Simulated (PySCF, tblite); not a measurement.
# C₄H₁₄OSi₃: geometry, infrared bands, NMR shifts, electronic excitations and core binding energies, part 3 of 3

tblite 0.8.0 and PySCF 2.14.0. Atoms count from 0. Earlier steps stand in the parts before.

## (8) Core-electron binding energies: SCAN, X2C

The job: settings as JSON, then the geometry in Å.

```
{"job": {"kind": "xps"}, "charge": 0, "multiplicity": 1}
Si     3.087441     0.927306    -1.073076
Si     2.159115    -1.226333    -1.240716
O      1.420356    -1.662821     0.182907
Si     0.327868    -1.070095     1.292766
C     -1.280187    -0.616918     0.451221
C     -2.365502     0.130686     1.270402
C     -2.631601     1.023221     0.044097
C     -1.276182     0.581184    -0.536737
H      4.083359     0.988111     0.041161
H      2.019799     1.942215    -0.808138
H      3.774885     1.286257    -2.353505
H      1.171942    -1.249844    -2.367847
H      3.228679    -2.223902    -1.539607
H      0.139195    -2.113946     2.341982
H      0.893710     0.168580     1.921548
H     -1.711211    -1.509185    -0.033953
H     -3.200674    -0.466641     1.665294
H     -1.932882     0.705493     2.106577
H     -2.791368     2.098651     0.215669
H     -3.470429     0.640052    -0.557259
H     -0.477438     1.306372    -0.306802
H     -1.225502     0.349106    -1.611222
```

With the program's defaults for keys left out, this is: delta-SCF UKS SCAN, pcX-2 on the ionised atom, pcseg-1 elsewhere, spin-free X2C.

The log of the run:

```text
ground state, core basis on atom 0 (Si), 236 functions
  cycle   1  E = -1106.10781071  |g| = 8.26e-01
  cycle   2  E = -1105.64870003  |g| = 1.69e+00
  cycle   3  E = -1106.24485978  |g| = 2.15e-01
  cycle   4  E = -1106.25409328  |g| = 9.77e-02
  cycle   5  E = -1106.25653974  |g| = 1.55e-02
  cycle   6  E = -1106.25659462  |g| = 4.64e-03
  cycle   7  E = -1106.25660398  |g| = 1.47e-03
  cycle   8  E = -1106.25660284  |g| = 4.62e-04
  E(ground) = -1106.32400815 Eh
hole in Si 1s of atom 0
  cycle   1  E = -1037.33731049  |g| = 4.35e+00
  cycle   2  E = -1033.00096181  |g| = 2.90e+00
  cycle   3  E = -1014.79778070  |g| = 3.86e+00
  cycle   4  E = -1038.10446598  |g| = 6.29e-01
  cycle   5  E = -1038.21295481  |g| = 6.26e-01
  cycle   6  E = -1038.38207126  |g| = 2.37e-01
  cycle   7  E = -1038.40425916  |g| = 5.04e-02
  cycle   8  E = -1038.40530423  |g| = 1.56e-02
  cycle   9  E = -1038.40540681  |g| = 7.47e-03
  cycle  10  E = -1038.40543788  |g| = 1.55e-03
  cycle  11  E = -1038.40543773  |g| = 4.47e-04
  E(ion) = -1038.48037752 Eh   <S^2> = 0.7525   hole on atom = 1.000   binding energy = 1846.119 eV
hole in Si 2p of atom 0
  cycle   1  E = -1101.99461713  |g| = 1.23e+00
  cycle   2  E = -1100.36333151  |g| = 1.56e+00
  cycle   3  E = -1102.04707622  |g| = 6.38e-01
  cycle   4  E = -1102.30933402  |g| = 1.50e-01
  cycle   5  E = -1102.32163374  |g| = 9.99e-02
  cycle   6  E = -1102.32625673  |g| = 2.91e-02
  cycle   7  E = -1102.32646656  |g| = 1.91e-02
  cycle   8  E = -1102.32662825  |g| = 2.87e-03
  cycle   9  E = -1102.32663125  |g| = 1.29e-03
  cycle  10  E = -1102.32663321  |g| = 3.71e-04
  E(ion) = -1102.40556425 Eh   <S^2> = 0.7529   hole on atom = 1.002   binding energy = 106.626 eV
  2p3/2 = 106.425 eV   2p1/2 = 107.048 eV
ground state, core basis on atom 1 (Si), 236 functions
  cycle   1  E = -1106.26434596  |g| = 2.89e-01
  cycle   2  E = -1106.26445839  |g| = 4.34e-02
  cycle   3  E = -1106.26449599  |g| = 3.15e-02
  cycle   4  E = -1106.26468327  |g| = 4.69e-03
  cycle   5  E = -1106.26468919  |g| = 1.22e-03
  cycle   6  E = -1106.26468962  |g| = 2.36e-04
  E(ground) = -1106.33208179 Eh
hole in Si 1s of atom 1
  cycle   1  E = -1037.31693047  |g| = 4.35e+00
  cycle   2  E = -1035.85510357  |g| = 2.51e+00
  cycle   3  E = -1033.71458898  |g| = 2.35e+00
  cycle   4  E = -1038.22094000  |g| = 5.67e-01
  cycle   5  E = -1038.25729601  |g| = 5.47e-01
  cycle   6  E = -1038.37331117  |g| = 1.33e-01
  cycle   7  E = -1038.38238864  |g| = 3.57e-02
  cycle   8  E = -1038.38291710  |g| = 1.43e-02
  cycle   9  E = -1038.38303466  |g| = 3.24e-03
  cycle  10  E = -1038.38303884  |g| = 1.30e-03
  cycle  11  E = -1038.38304031  |g| = 3.11e-04
  E(ion) = -1038.45798131 Eh   <S^2> = 0.7523   hole on atom = 1.000   binding energy = 1846.948 eV
hole in Si 2p of atom 1
  cycle   1  E = -1101.97786317  |g| = 1.24e+00
  cycle   2  E = -1100.40165780  |g| = 1.61e+00
  cycle   3  E = -1102.00117092  |g| = 6.92e-01
  cycle   4  E = -1102.28708931  |g| = 1.87e-01
  cycle   5  E = -1102.29662229  |g| = 1.78e-01
  cycle   6  E = -1102.30878593  |g| = 5.19e-02
  cycle   7  E = -1102.30993912  |g| = 1.32e-02
  cycle   8  E = -1102.31003317  |g| = 3.44e-03
  cycle   9  E = -1102.31003685  |g| = 1.16e-03
  cycle  10  E = -1102.31003827  |g| = 4.25e-04
  E(ion) = -1102.38829328 Eh   <S^2> = 0.7516   hole on atom = 1.002   binding energy = 107.316 eV
  2p3/2 = 107.070 eV   2p1/2 = 107.695 eV
ground state, core basis on atom 2 (O), 225 functions
  cycle   1  E = -1106.20008633  |g| = 1.13e-01
  cycle   2  E = -1106.19724443  |g| = 1.42e-01
  cycle   3  E = -1106.20051160  |g| = 5.21e-02
  cycle   4  E = -1106.20097537  |g| = 6.37e-03
  cycle   5  E = -1106.20098928  |g| = 1.23e-03
  cycle   6  E = -1106.20098802  |g| = 3.52e-04
  E(ground) = -1106.30709326 Eh
hole in O 1s of atom 2
  cycle   1  E = -1085.60289457  |g| = 2.23e+00
  cycle   2  E = -1084.96940740  |g| = 2.28e+00
  cycle   3  E = -1086.36573286  |g| = 4.53e-01
  cycle   4  E = -1086.41543681  |g| = 2.40e-01
  cycle   5  E = -1086.44717504  |g| = 6.88e-02
  cycle   6  E = -1086.44936839  |g| = 1.54e-02
  cycle   7  E = -1086.44952040  |g| = 5.10e-03
  cycle   8  E = -1086.44953191  |g| = 2.20e-03
  cycle   9  E = -1086.44953539  |g| = 5.69e-04
  cycle  10  E = -1086.44953709  |g| = 1.85e-04
  E(ion) = -1086.55495204 Eh   <S^2> = 0.7625   hole on atom = 1.000   binding energy = 537.483 eV
ground state, core basis on atom 3 (Si), 236 functions
  cycle   1  E = -1106.26485722  |g| = 3.10e-01
  cycle   2  E = -1106.25817476  |g| = 2.24e-01
  cycle   3  E = -1106.25994056  |g| = 1.95e-01
  cycle   4  E = -1106.26731611  |g| = 1.77e-02
  cycle   5  E = -1106.26737490  |g| = 3.31e-03
  cycle   6  E = -1106.26737640  |g| = 9.66e-04
  cycle   7  E = -1106.26737727  |g| = 2.34e-04
  E(ground) = -1106.33501022 Eh
hole in Si 1s of atom 3
  cycle   1  E = -1037.32851956  |g| = 4.35e+00
  cycle   2  E = -1035.93762536  |g| = 2.51e+00
  cycle   3  E = -1031.09659449  |g| = 2.56e+00
  cycle   4  E = -1038.24339908  |g| = 5.35e-01
  cycle   5  E = -1038.30186048  |g| = 4.34e-01
  cycle   6  E = -1038.38263495  |g| = 1.14e-01
  cycle   7  E = -1038.38834251  |g| = 4.64e-02
  cycle   8  E = -1038.38921799  |g| = 1.55e-02
  cycle   9  E = -1038.38933426  |g| = 5.12e-03
  cycle  10  E = -1038.38934710  |g| = 1.59e-03
  cycle  11  E = -1038.38934813  |g| = 3.96e-04
  E(ion) = -1038.46474169 Eh   <S^2> = 0.7522   hole on atom = 1.000   binding energy = 1846.844 eV
hole in Si 2p of atom 3
  cycle   1  E = -1101.98881347  |g| = 1.24e+00
  cycle   2  E = -1101.45896336  |g| = 1.34e+00
  cycle   3  E = -1102.23174892  |g| = 3.57e-01
  cycle   4  E = -1102.31289283  |g| = 9.25e-02
  cycle   5  E = -1102.31567274  |g| = 6.01e-02
  cycle   6  E = -1102.31758651  |g| = 9.20e-03
  cycle   7  E = -1102.31762140  |g| = 5.77e-03
  cycle   8  E = -1102.31763692  |g| = 2.84e-03
  cycle   9  E = -1102.31763965  |g| = 7.76e-04
  cycle  10  E = -1102.31764106  |g| = 3.50e-04
  E(ion) = -1102.39620561 Eh   <S^2> = 0.7513   hole on atom = 1.003   binding energy = 107.180 eV
  2p3/2 = 106.929 eV   2p1/2 = 107.555 eV
ground state, core basis on atom 4 (C), 225 functions
  cycle   1  E = -1106.16761415  |g| = 6.31e-02
  cycle   2  E = -1106.16762517  |g| = 2.89e-02
  cycle   3  E = -1106.16771195  |g| = 2.36e-02
  cycle   4  E = -1106.16781736  |g| = 7.45e-03
  cycle   5  E = -1106.16782962  |g| = 1.34e-03
  cycle   6  E = -1106.16783170  |g| = 2.93e-04
  E(ground) = -1106.27691363 Eh
hole in C 1s of atom 4
  cycle   1  E = -1094.92449392  |g| = 1.52e+00
  cycle   2  E = -1093.94573032  |g| = 2.03e+00
  cycle   3  E = -1095.45028394  |g| = 3.83e-01
  cycle   4  E = -1095.49304870  |g| = 2.24e-01
  cycle   5  E = -1095.50972268  |g| = 9.06e-02
  cycle   6  E = -1095.51288123  |g| = 1.30e-02
  cycle   7  E = -1095.51294249  |g| = 8.86e-03
  cycle   8  E = -1095.51298612  |g| = 2.04e-03
  cycle   9  E = -1095.51299020  |g| = 1.01e-03
  cycle  10  E = -1095.51299230  |g| = 3.85e-04
  E(ion) = -1095.62158163 Eh   <S^2> = 0.7717   hole on atom = 1.000   binding energy = 289.946 eV
ground state, core basis on atom 5 (C), 225 functions
  cycle   1  E = -1106.16678596  |g| = 5.79e-02
  cycle   2  E = -1106.16673021  |g| = 2.26e-02
  cycle   3  E = -1106.16672674  |g| = 2.27e-02
  cycle   4  E = -1106.16685582  |g| = 1.30e-03
  cycle   5  E = -1106.16685643  |g| = 5.16e-04
  cycle   6  E = -1106.16685683  |g| = 1.20e-04
  E(ground) = -1106.27585945 Eh
hole in C 1s of atom 5
  cycle   1  E = -1094.91480352  |g| = 1.51e+00
  cycle   2  E = -1092.07580283  |g| = 2.48e+00
  cycle   3  E = -1095.26840309  |g| = 6.19e-01
  cycle   4  E = -1095.42328390  |g| = 3.94e-01
  cycle   5  E = -1095.47853626  |g| = 1.77e-01
  cycle   6  E = -1095.48986697  |g| = 5.59e-02
  cycle   7  E = -1095.49117044  |g| = 1.18e-02
  cycle   8  E = -1095.49124267  |g| = 5.36e-03
  cycle   9  E = -1095.49126457  |g| = 1.96e-03
  cycle  10  E = -1095.49126817  |g| = 1.18e-03
  cycle  11  E = -1095.49126887  |g| = 4.31e-04
  E(ion) = -1095.59967040 Eh   <S^2> = 0.7725   hole on atom = 1.000   binding energy = 290.514 eV
ground state, core basis on atom 6 (C), 225 functions
  cycle   1  E = -1106.16675462  |g| = 5.90e-02
  cycle   2  E = -1106.16666904  |g| = 2.78e-02
  cycle   3  E = -1106.16672943  |g| = 2.29e-02
  cycle   4  E = -1106.16686057  |g| = 6.19e-04
  cycle   5  E = -1106.16685870  |g| = 1.48e-04
  E(ground) = -1106.27596097 Eh
hole in C 1s of atom 6
  cycle   1  E = -1094.91979056  |g| = 1.51e+00
  cycle   2  E = -1092.21913468  |g| = 2.41e+00
  cycle   3  E = -1095.23431134  |g| = 6.73e-01
  cycle   4  E = -1095.43442280  |g| = 3.64e-01
  cycle   5  E = -1095.48181357  |g| = 1.64e-01
  cycle   6  E = -1095.49058677  |g| = 6.88e-02
  cycle   7  E = -1095.49250973  |g| = 1.01e-02
  cycle   8  E = -1095.49255941  |g| = 5.01e-03
  cycle   9  E = -1095.49257641  |g| = 1.61e-03
  cycle  10  E = -1095.49258139  |g| = 1.05e-03
  cycle  11  E = -1095.49257964  |g| = 3.88e-04
  E(ion) = -1095.60050048 Eh   <S^2> = 0.7704   hole on atom = 1.000   binding energy = 290.494 eV
```

Wall time 6.9 min (1 thread of Arm Neoverse N1, shared host); peak memory 0.78 GiB.

The holes in one table. −ε is the ground-state orbital energy:

| hole | stands for | environment | ΔSCF (eV; 2p as the shell's mean) | −ε (eV) | ⟨S²⟩ |
| --- | --- | --- | --- | --- | --- |
| Si1s on Si0 | Si0 | silicon bonded to Si, 3 H | 1846.12 | 1793.2 | 0.753 |
| Si2p on Si0 | Si0 | silicon bonded to Si, 3 H | 106.63 | 96.1 | 0.753 |
| Si1s on Si1 | Si1 | silicon bonded to O, Si, 2 H | 1846.95 | 1794.0 | 0.752 |
| Si2p on Si1 | Si1 | silicon bonded to O, Si, 2 H | 107.28 | 96.7 | 0.752 |
| O1s on O2 | O2 | oxygen bonded to 2 Si | 537.48 | 516.5 | 0.762 |
| Si1s on Si3 | Si3 | silicon bonded to C, O, 2 H | 1846.84 | 1793.7 | 0.752 |
| Si2p on Si3 | Si3 | silicon bonded to C, O, 2 H | 107.14 | 96.5 | 0.751 |
| C1s on C4 | C4 | sp3 CH bonded to Si | 289.95 | 273.6 | 0.772 |
| C1s on C5 | C5, C7 | sp3 CH2 in a ring | 290.51 | 273.8 | 0.773 |
| C1s on C6 | C6 | sp3 CH2 in a ring | 290.49 | 273.7 | 0.770 |

Each hole run stands for the others of its class of like atoms.

With the spin-orbit splitting: Si0 2p3/2 106.42, 2p1/2 107.05 eV; Si1 2p3/2 107.07, 2p1/2 107.69 eV; Si3 2p3/2 106.93, 2p1/2 107.55 eV. The table gives each 2p level as the mean over the whole 2p shell (two parts 2p3/2, one part 2p1/2), which differs a little from the single hole in the log.

## (9) Comparing the runs: NMR shifts

Shifts (ppm) of some atoms, chosen among heavy atoms and hydrogens apart, means over like atoms, with basis size and wall time:

| run | C4 | H11 | H13 | Si3 | Si1 | Si0 | O2 | functions | time |
| --- | --- | --- | --- | --- | --- | --- | --- | --- | --- |
| PBE0/pcSseg-1 | 22.5 | 5.40 | 4.79 | -8.8 | -22.9 | -109.3 | 14.1 | 227 | 1.7 min |
| HF/pcSseg-1 | 17.0 | 4.71 | 4.24 | -16.3 | -29.3 | -94.2 | -4.6 | 227 | 46 s |

## (10) What came out

What follows sums up all 3 parts.

```
                                                               quantity                                               value
                              strongest single infrared mode (GFN2-xTB)                               714 cm⁻¹, 1125 km/mol
                                           zero-point energy (GFN2-xTB)                                      100.9 kcal/mol
                                                            point group                                                  C1
                                   rotational constants (main isotopes)                                1.81, 0.62, 0.54 GHz
13C shifts against TMS (PBE0/pcSseg-1, means over atoms taken as alike)                                25.8, 24.9, 22.5 ppm
 1H shifts against TMS (PBE0/pcSseg-1, means over atoms taken as alike)  5.40, 4.79, 3.56, 2.33, 2.11, 1.98, 1.93, 1.87 ppm
                                29Si shifts against TMS (PBE0/pcSseg-1)                             -8.8, -22.9, -109.3 ppm
                                 17O shifts against H2O (PBE0/pcSseg-1)                                            14.1 ppm
                                  surface potential, 1st and 99th percentile                                  -0.84 V and 0.98 V
                                     lowest singlet (wB97X-D/def2-SVPD)                         6.37 eV (195 nm), f = 0.011
                               brightest single state of those computed                         state 7, 7.81 eV, f = 0.152
                                                         lowest triplet                                             5.76 eV
                                      vertical ionisation energy (ΔSCF)                                             9.61 eV
                                      Si1s binding energies, SCAN/pcX-2            Si1 1846.95, Si3 1846.84, Si0 1846.12 eV
                                      Si2p binding energies, SCAN/pcX-2               Si1 107.28, Si3 107.14, Si0 106.63 eV
                                       C1s binding energies, SCAN/pcX-2                  C5 290.51, C6 290.49, C4 289.95 eV
                                       O1s binding energies, SCAN/pcX-2                                        O2 537.48 eV
                                               range of the shift of O2                                    -4.6 to 14.1 ppm
```

**Reading.** Relaxing lowered the energy by 0.335 eV in 80 steps; the close pair that moved most is O2–Si3, from 1.661 to 1.619 Å (GFN2-xTB). The lowest mode is slightly imaginary (7i cm⁻¹), a soft motion within the noise of the Hessian, so the minimum is not strictly shown. The strongest single mode, at 714 cm⁻¹, is spread over many atoms; the largest shares are those of H12, H11. Unscaled tight-binding wavenumbers are off by several per cent, some by more. Its intensities can rank the bands wrongly. Over 15 steps the energy fell by 0.498 eV; of the close pairs, O2–Si3 changed most, 1.588 to 1.666 Å (PBE0/def2-SVP). At PBE0/pcSseg-1: Shielding is most anisotropic at Si1 (span 163 ppm, paramagnetic term -504 ppm). By nearest atom (PBE0/pcSseg-1), the HOMO sits on C4 20 %; O2 17 % and the LUMO on Si1 17 %; O2 15 %. The first singlet state (HOMO→LUMO 0.60, HOMO−1→LUMO 0.33) lies at 6.37 eV and is weak; of the 10 states computed, the strongest absorption comes from states 6 to 7 together at 7.81 eV. The lowest triplet lies 0.60 eV below the lowest singlet (triplets in Tamm-Dancoff, singlets in full TDDFT). ΔSCF puts the ionisation energy at 9.61 eV, 0.02 eV above −ε(HOMO). The Si1s levels kept as sound span 0.83 eV, from Si0 (silicon bonded to Si, 3 H) up to Si1 (silicon bonded to O, Si, 2 H). The Si2p levels kept as sound span 0.65 eV, from Si0 (silicon bonded to Si, 3 H) up to Si1 (silicon bonded to O, Si, 2 H). C5 (sp3 CH2 in a ring) binds its C1s electron 0.57 eV more tightly than C4 (sp3 CH bonded to Si). Across the 2 runs the shift of O2 moves most, between -4.6 (HF/pcSseg-1) and 14.1 ppm (PBE0/pcSseg-1).
